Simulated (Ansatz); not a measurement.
# CH3BClN: the cost of one run

Computed with Ansatz 0.2.0, Gaussian basis. Level: unrestricted cation, the program's frozen cores in correlated methods.

The runs, in order: UKS PBE-D4/def2-TZVPP; UKS r2SCAN-D4/def2-TZVPP; UKS PBE0-D4/def2-TZVPP; UKS B3LYP-D4/def2-TZVPP; UKS wB97X-V/def2-TZVPP; UKS wB97M-V/def2-TZVPP; UKS B2PLYP/def2-TZVPP; UHF-CCSD(T)/def2-TZVPP; UHF-MP2/def2-QZVPP; extrapolation to the limit; then −ε(HOMO) from the neutral's earlier runs with LDA (SPW92), PBE-D4, revPBE-D4, BLYP-D4, r2SCAN-D4, B97M-V, PBE0-D4, B3LYP-D4, r2SCANh-D4, r2SCAN0-D4, HSE06-D4, BHLYP-D4, CAM-B3LYP-D4, LC-ωPBE, ωB97X-V, ωB97M-V.

### Step 1. The relaxed structure

All runs share one geometry, relaxed beforehand with PBE0-D4 in a triple-zeta def2 set.

SMILES `B/N=C\Cl`, 7 atoms, charge 0, spin multiplicity 1.

Atoms are counted from 1 here; the program's logs count them from 0.

Bond lengths: B1–N2 1.362 Å, B1–H5 1.195 Å, B1–H6 1.195 Å, N2–C3 1.226 Å, C3–Cl4 1.745 Å, C3–H7 1.088 Å. Angles: N2–B1–H5 118.6°, N2–B1–H6 118.6°, H5–B1–H6 122.7°, B1–N2–C3 176.1°, N2–C3–Cl4 123.5°, N2–C3–H7 125.0°, Cl4–C3–H7 111.5°.

Geometry (Å):

```
B    -0.19679    1.32931   -0.17731
N    -0.11529   -0.01429    0.02825
C     0.03866   -1.21933    0.19014
Cl    1.55307   -2.04332   -0.08235
H    -0.51286    1.72476   -1.26028
H     0.03119    2.06383    0.73786
H    -0.73677   -1.90897    0.51789
```

### Step 2. Cation, UKS PBE-D4/def2-TZVPP

Contents of in.yaml:

```yaml
crystal:
  periodic: [false, false, false]
  atoms:
    - {symbol: B, position_ang: [-0.196794, 1.329311, -0.177313]}
    - {symbol: N, position_ang: [-0.115287, -0.014285, 0.028246]}
    - {symbol: C, position_ang: [0.038659, -1.219328, 0.190143]}
    - {symbol: Cl, position_ang: [1.553074, -2.043321, -0.082352]}
    - {symbol: H, position_ang: [-0.512863, 1.724755, -1.260279]}
    - {symbol: H, position_ang: [0.031185, 2.063831, 0.737864]}
    - {symbol: H, position_ang: [-0.736774, -1.908965, 0.517890]}
basis:
  gaussian: {orbitals: def2-TZVPP}
total_charge: 1
magnetization: {spin_polarized: true, initial_magnetization: 1}
hamiltonian: {xc: pbe, dispersion: d4}
```

Command:

```
ansatz run in.yaml --threads 2 --pin off --events-out ev --progress --plain --max-ram 4352MiB
```

Q: Estimate wall time and peak memory on 2 threads of Intel Xeon Platinum 8559C, shared host.

About 6 s, with a peak of 0.4 GiB.
